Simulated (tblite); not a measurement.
# C5H8F3PS: the cost of one run

Computed with tblite 0.8.0 and PySCF 2.14.0, with density-fitted response routines of our own, on a single molecule, in the gas phase or a continuum. Atoms are numbered from 0 throughout.

### Step 1. The molecule as given

18 atoms, charge 0, multiplicity 1; geometry from: force field or distance geometry start.

Bonds of the start (Å): C0–C1 1.51, C1–C2 1.34, C2–P3 1.80, P3–C4 1.81, P3–S5 1.96, P3–C6 1.77, C6–F7 1.33, C6–F8 1.35, C6–F9 1.34, C0–H10 1.09, C0–H11 1.10, C0–H12 1.08, C1–H13 1.08, C2–H14 1.08, C4–H15 1.10, C4–H16 1.09, C4–H17 1.09.

### Step 2. Optimising the geometry with GFN2-xTB

The job: settings as JSON, then the geometry in Å.

```
{"job": {"kind": "relax", "xc": "GFN2-xTB", "basis": "xTB"}, "charge": 0, "multiplicity": 1}
C      3.007700    -0.051700     0.460400
C      1.685800     0.218900    -0.220600
C      0.558600    -0.438500     0.080900
P     -1.005700    -0.117900    -0.741800
C     -1.483500     1.438800     0.056900
S     -1.026400     0.003700    -2.701600
C     -2.124000    -1.256700     0.019100
F     -3.356700    -0.928900    -0.361600
F     -1.984300    -1.130400     1.352100
F     -1.790700    -2.494300    -0.367000
H      3.356900     0.862700     0.942300
H      2.919200    -0.834000     1.225000
H      3.736000    -0.362600    -0.268600
H      1.701400     0.976500    -0.991100
H      0.559900    -1.194400     0.849000
H     -1.454800     1.359300     1.152200
H     -2.499600     1.715400    -0.241400
H     -0.808600     2.240300    -0.255700
```

The run is started by

```
> OMP_NUM_THREADS=1 python probes_run.py task.json out
```

This one command runs all jobs of the session in turn.

**Question.** How long does this first job take on 1 thread of Arm Neoverse N1, shared host, and how much memory does it need?

About 1.8 s, with a peak of 0.18 GiB.
